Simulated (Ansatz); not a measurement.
# CH₉GaSSi₂: geometry and vibrations

The task is to find a stationary geometry of CH₉GaSSi₂, check the end point by its vibrations and derive ideal-gas thermochemistry, and look at its orbitals and charge.

Program: Ansatz 0.2.0, Gaussian basis. Level of theory: RKS PBE0-D4/def2-TZVP. These are calculated values, not measurements.

The runs, in order: relaxation at PBE0-D4/def2-TZVP; harmonic vibrations at the same level; a single point in def2-TZVPP for the fields.

## (1) Starting geometry

14 atoms, charge 0, spin multiplicity 1.

Atoms are counted from 1 here; the program's logs count them from 0.

Bond lengths: C1–Si2 1.911 Å, C1–H6 1.096 Å, C1–H7 1.087 Å, C1–H8 1.094 Å, Si2–S3 2.137 Å, Si2–H9 1.455 Å, Si2–H10 1.467 Å, S3–Si4 2.189 Å, Si4–Ga5 2.411 Å, Si4–H11 1.474 Å, Si4–H12 1.471 Å, Ga5–H13 1.605 Å, Ga5–H14 1.601 Å. Angles: Si2–C1–H6 111.3°, Si2–C1–H7 111.2°, Si2–C1–H8 111.8°, H6–C1–H7 107.2°, H6–C1–H8 108.2°, H7–C1–H8 107.0°, C1–Si2–S3 110.3°, C1–Si2–H9 110.6°, C1–Si2–H10 110.6°, S3–Si2–H9 103.6°, S3–Si2–H10 108.9°, H9–Si2–H10 112.6°, Si2–S3–Si4 102.1°, S3–Si4–Ga5 107.4°, S3–Si4–H11 103.7°, S3–Si4–H12 101.8°, Ga5–Si4–H11 116.6°, Ga5–Si4–H12 117.8° and more.

The start is a GFN2-xTB geometry.

## (2) Relaxation at PBE0-D4/def2-TZVP

Contents of in.yaml:

```yaml
crystal:
  periodic: [false, false, false]
  atoms:
    - {symbol: C, position_ang: [-0.820780, 1.547040, -0.091190]}
    - {symbol: Si, position_ang: [-0.511000, 0.540860, 1.504220]}
    - {symbol: S, position_ang: [-1.106070, -1.492930, 1.225390]}
    - {symbol: Si, position_ang: [0.306550, -2.179200, -0.300100]}
    - {symbol: Ga, position_ang: [1.249580, -0.221290, -1.344160]}
    - {symbol: H, position_ang: [0.108920, 1.985720, -0.472260]}
    - {symbol: H, position_ang: [-1.511860, 2.365800, 0.089600]}
    - {symbol: H, position_ang: [-1.256580, 0.929260, -0.882550]}
    - {symbol: H, position_ang: [-1.375110, 1.005570, 2.578650]}
    - {symbol: H, position_ang: [0.910220, 0.575070, 1.868190]}
    - {symbol: H, position_ang: [1.237650, -3.040990, 0.450060]}
    - {symbol: H, position_ang: [-0.542300, -3.054050, -1.122660]}
    - {symbol: H, position_ang: [2.393900, 0.698950, -0.697110]}
    - {symbol: H, position_ang: [0.916880, 0.340200, -2.806090]}
basis:
  gaussian: {orbitals: def2-TZVP}
hamiltonian: {xc: pbe0, dispersion: d4}
relax: {f_tol: 0.005, max_steps: 150}
```

The run is started by

```
ansatz run in.yaml --threads 2 --pin off --events-out ev --progress --plain --max-ram 32768MiB --backend cuda --devices 0, --max-vram 18GiB
```

After this run come: Vibrations by finite differences; Orbitals, density and potential.

**Question.** What will the summary of the whole plan be? Wanted: point group; shift from the start; total energy; dispersion term; dipole moment; lowest, highest wavenumber; zero-point energy; HOMO, LUMO.

As calculated:

| quantity | value |
| --- | --- |
| point group | C1 |
| steps | 32 |
| shift from the start (rms) | 0.913 Å |
| total energy | -80136.6156 eV |
| dispersion term | -401 meV |
| dipole moment | 1.52 D |
| lowest, highest wavenumber | 40, 3123 cm⁻¹ |
| zero-point energy | 54.7 kcal/mol |
| entropy at 298.15 K | 422.7 J/(mol K) |
| HOMO, LUMO | -6.99, -1.87 eV |

What this shows: The atoms moved 0.91 Å (rms) from the start; the bond that changed most is C1–Si2, from 1.911 to 1.876 Å. No mode is imaginary: a true minimum at this level. The stiffest mode, 3123 cm⁻¹, is a C–H stretch, and 5 modes under 200 cm⁻¹ make the vibrational entropy uncertain. Harmonic hybrid wavenumbers usually lie a few per cent above measured fundamentals. The largest Mulliken charge, -0.54 e, sits on C1. The HOMO lies mostly on S3 48 %; Ga5 13 % and the LUMO on Ga5 42 %; H13, H14 about 11 % each.
